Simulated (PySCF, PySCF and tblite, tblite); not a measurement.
# C₅H₅BF₂: a path driven as a shift of bonds, and NMR exchange

The task here is to estimate one member of a computed series from the others.

Programs: PySCF 2.14.0 with density-fitted response routines of our own, and tblite 0.8.0. All values are computed, except where a source is named. Atoms count from 0 throughout.

### The molecule as given

13 atoms, charge 0, multiplicity 1; geometry from: force field or distance geometry start.

Bonds of the start (Å): B1–C3 1.59, B1–F2 1.46, C3–C4 1.51, C3–C7 1.48, C3–H8 1.12, C4–C5 1.33, C4–H9 1.08, C5–C6 1.45, C5–H10 1.08, C6–C7 1.32, C6–H11 1.08, C7–H12 1.07, F0–B1 1.44.

The first run:

The job: settings as JSON, then the geometry in Å.

```
{"job": {"xc": "GFN2-xTB", "basis": "xTB", "kind": "relax"}, "charge": 0, "multiplicity": 1}
F      1.506700     1.835500     0.873400
B      1.806100     0.639100     0.127800
F      3.192300     0.337300    -0.202300
C      0.649200    -0.360500    -0.305400
C     -0.147800    -0.821100     0.892600
C     -1.416500    -0.452300     0.755500
C     -1.568200     0.274600    -0.493800
C     -0.391100     0.336600    -1.098100
H      1.061700    -1.242300    -0.851600
H      0.236900    -1.384300     1.728500
H     -2.198200    -0.663800     1.471900
H     -2.494200     0.690900    -0.865800
H     -0.241300     0.810500    -2.050500
```

Launch:

```bash
> OMP_NUM_THREADS=1 python ens_run.py task.json out
```

The driver reads the study from task.json and runs its stages one after another.

Among the steps run: GFN2-xTB relaxation, start minimum; Relaxed scan, to the middle; Relaxed scan, from the middle, back; Relaxed scan, from the middle, on; Nudged elastic band, leg 1; Saddle search, leg 1; DFT refinement, start: PBE0-D3(BJ)/def2-SVP; Shieldings, start: PBE0/pcSseg-1 in dichloromethane; Shieldings, saddle of leg 1: PBE0/pcSseg-1 in dichloromethane; Shieldings, end: PBE0/pcSseg-1 in dichloromethane; The path in numbers; Shieldings, start: revPBE/pcSseg-1 in dichloromethane; Single-point energy, saddle of leg 1: revPBE/pcSseg-1 in dichloromethane; Shieldings, end: revPBE/pcSseg-1 in dichloromethane; Second level: revPBE/pcSseg-1 + D3(BJ), IEF-PCM dichloromethane.

One table of the session follows, with a row left open; its other results are not shown here.

Barriers by level (kcal/mol; entropies in cal/(mol K)). Zero-point and thermal terms come from xTB in every row. ΔG‡ leaves symmetry out; the rate counts one path; effective ΔG‡, where given, is the barrier that would give that rate by Eyring's equation alone:

```
                                            level    ΔE‡  with zero-point    ΔH‡  ΔG‡ (298 K)  ΔE of reaction
                                         GFN2-xTB  21.09            18.73  18.51        18.99           -6.44
                             PBE0-D3(BJ)/def2-SVP      ?                ?      ?            ?               ?
  PBE0/pcSseg-1 + D3(BJ), IEF-PCM dichloromethane  19.98            17.62  17.40        17.87           -6.23
revPBE/pcSseg-1 + D3(BJ), IEF-PCM dichloromethane  19.52            17.16  16.94        17.41           -6.35
```

Estimate the missing values for PBE0-D3(BJ)/def2-SVP.

**Answer.** ΔE‡: 19.37; with zero-point: 17.00; ΔH‡: 16.78; ΔG‡ (298 K): 17.26; ΔE of reaction: -5.83. In the column «ΔE‡» it is the lowest.

To keep in mind: The moving atom is hydrogen and the barrier is narrow, so tunnelling, which is left out, should speed the exchange. revPBE/pcSseg-1 + D3(BJ), IEF-PCM dichloromethane moves the barrier from 20.0 to 19.5 kcal/mol.
